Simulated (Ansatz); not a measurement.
# FH₂InOS: up Jacob's ladder to CCSD(T)

The task here is to estimate one member of a computed series from the others.

Computed with Ansatz 0.2.0, Gaussian basis. Level: functionals in def2-TZVPP, the program's frozen cores in correlated methods.

Levels to be run: PBE-D4, r2SCAN-D4, PBE0-D4, B3LYP-D4, ωB97X-V, ωB97M-V, B2PLYP; CCSD(T)/def2-TZVPP; CCSD(T)/def2-QZVPP; extrapolation to the limit.

### The geometry

An earlier PBE0-D4 in a triple-zeta def2 set relaxation fixed the geometry. In takes the def2 core potential; no spin-orbit term is included.

SMILES `[OH][In]([F])[SH]`, 6 atoms, charge 0, spin multiplicity 1.

Atoms are counted from 1 here; the program's logs count them from 0.

Bond lengths: O1–In2 1.966 Å, O1–H5 0.962 Å, In2–F3 1.947 Å, In2–S4 2.345 Å, S4–H6 1.345 Å. Angles: In2–O1–H5 111.2°, O1–In2–F3 112.4°, O1–In2–S4 127.5°, F3–In2–S4 120.1°, In2–S4–H6 92.2°.

Set-up of the first run:

in.yaml

```yaml
crystal:
  periodic: [false, false, false]
  atoms:
    - {symbol: O, position_ang: [-1.272203, -1.130129, 0.160794]}
    - {symbol: In, position_ang: [0.406422, -0.112150, 0.050047]}
    - {symbol: F, position_ang: [1.970813, -1.221003, 0.386859]}
    - {symbol: S, position_ang: [0.664230, 2.169897, -0.422090]}
    - {symbol: H, position_ang: [-1.105709, -2.054193, 0.369215]}
    - {symbol: H, position_ang: [-0.663563, 2.347568, -0.544825]}
basis:
  gaussian: {orbitals: def2-TZVPP}
hamiltonian: {xc: pbe, dispersion: d4}
output: {forces: true, orbitals: {seedname: orbitals}}
```

Started as:

```bash
> ansatz run in.yaml --threads 2 --pin off --events-out ev --progress --plain --max-ram 32768MiB --backend cpu
```

Steps of the session up to this table: PBE-D4 (GGA); r2SCAN-D4 (meta-GGA); PBE0-D4 (hybrid); B3LYP-D4 (hybrid); ωB97X-V (range-separated); ωB97M-V (range-separated); B2PLYP (double hybrid); CCSD(T) in def2-TZVPP; CCSD(T) in def2-QZVPP.

One table of the session follows, with a row left open; its other results are not shown here.

```
            method  atomisation energy (kJ/mol)
            PBE-D4                       1850.6
         r2SCAN-D4                       1819.2
           PBE0-D4                       1779.8
          B3LYP-D4                       1775.8
           ωB97X-V                       1826.0
           ωB97M-V                       1818.4
            B2PLYP                       1774.0
     HF/def2-TZVPP                       1166.2
    MP2/def2-TZVPP                       1820.8
   CCSD/def2-TZVPP                       1713.4
CCSD(T)/def2-TZVPP                       1758.7
           MP2/CBS                       1900.0
       CCSD(T)/CBS                            ?
```

**Question.** Estimate the row for CCSD(T)/CBS.

**Answer.** atomisation energy (kJ/mol): 1838.0. In the column «atomisation energy (kJ/mol)» it lies between ωB97X-V (1826.0) and PBE-D4 (1850.6).

Limits of these values: Free atoms (1 O, 1 In, 1 F, 1 S, 2 H) were run apart at each level; the atomisation energy is their sum less the molecule, without zero-point or spin-orbit terms.
